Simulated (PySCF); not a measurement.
# I5V ([VI5]3-): the cost of one run

Computed with PySCF 2.14.0 and routines of our own; the level stands in each step. Atoms count from 0.

## (1) The starting structure

6 atoms, charge -3, states of the metal's open shell are computed; geometry from: model geometry, bond lengths from ionic radii.

## (2) Ligand-field states: state-averaged CASSCF in water

What the job is given:

```
{"job": {"kind": "lf", "basis": {"metal": "x2c-TZVPall", "ligand": "x2c-SVPall"}, "nevpt": true, "solvent": "water"}, "charge": -3, "metal": "V", "open_shell": "d3"}
V      0.000000     0.000000     0.000000
I      0.000000     0.000000     2.790000
I      2.747614     0.000000    -0.484478
I     -2.747614     0.000000    -0.484478
I      0.000000     2.747614    -0.484478
I     -0.000000    -2.747614    -0.484478
```

Method: state-averaged CASSCF of the metal d shell, SC-NEVPT2 on the averaged canonical orbitals, state-interaction spin-orbit coupling.

On the command line:

```console
> OMP_NUM_THREADS=1 python lf_run.py task.json out
```

The driver reads the jobs from task.json and runs them one after another.

**Question.** How long does this first job take on 1 thread of Arm Neoverse N1, shared host, and how much memory does it need?

About 2.2 min, with a peak of 0.82 GiB.
